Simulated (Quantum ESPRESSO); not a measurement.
Mg3TiO4, 8 atoms in the cell. It takes space group Pm-3m (No. 221, cubic). Conventional cell: a = 4.314 Å, b = 4.314 Å, c = 4.314 Å, α = 90.00°, β = 90.00°, γ = 90.00°. Ti (site symmetry m-3m) has 6 O at 2.16 Å as nearest neighbours. Mg (site symmetry 4/mmm) is surrounded by 6 O at 2.16 Å. O (site symmetry 4/mmm) has 2 Ti at 2.16 Å and 4 Mg at 2.16 Å as nearest neighbours. O (site symmetry m-3m) has 6 Mg at 2.16 Å as nearest neighbours. The cell comes from a database or a generator and needn't be the stable form of this composition.

* Program: Quantum ESPRESSO 7.5
* Task: band structure
* Functional: PBEsol
* Potentials or basis: GBRV 1.5 PBEsol
* Cutoff: 612 eV
* Density cutoff: 4898 eV
* k mesh: 6 × 6 × 6
* Occupations: fermi-dirac, width 0.05 eV
* Spin: no spin polarisation
* Mixing beta: 0.5
* Most SCF iterations: 120
* SCF threshold: 1.6e-09 Ry

Potentials or basis: GBRV 1.5 PBEsol.

The run is started by

```sh
$ OMP_NUM_THREADS=1 mpirun -n 2 pw.x -nk 2 -in pw.in > pw.out
$ OMP_NUM_THREADS=1 mpirun -n 2 pw.x -nk 2 -in bands.in > bands.out
```

Hardware: 2 MPI ranks on Arm Neoverse V2, on a shared host.

How long does it take, and how much memory?

Run time: 72 s on 2 MPI ranks on Arm Neoverse V2 (shared host), peak memory 0.4 GiB a rank. Counts: scf iterations 10, k pools 2, bands 44, k points 20, g dense 62525.
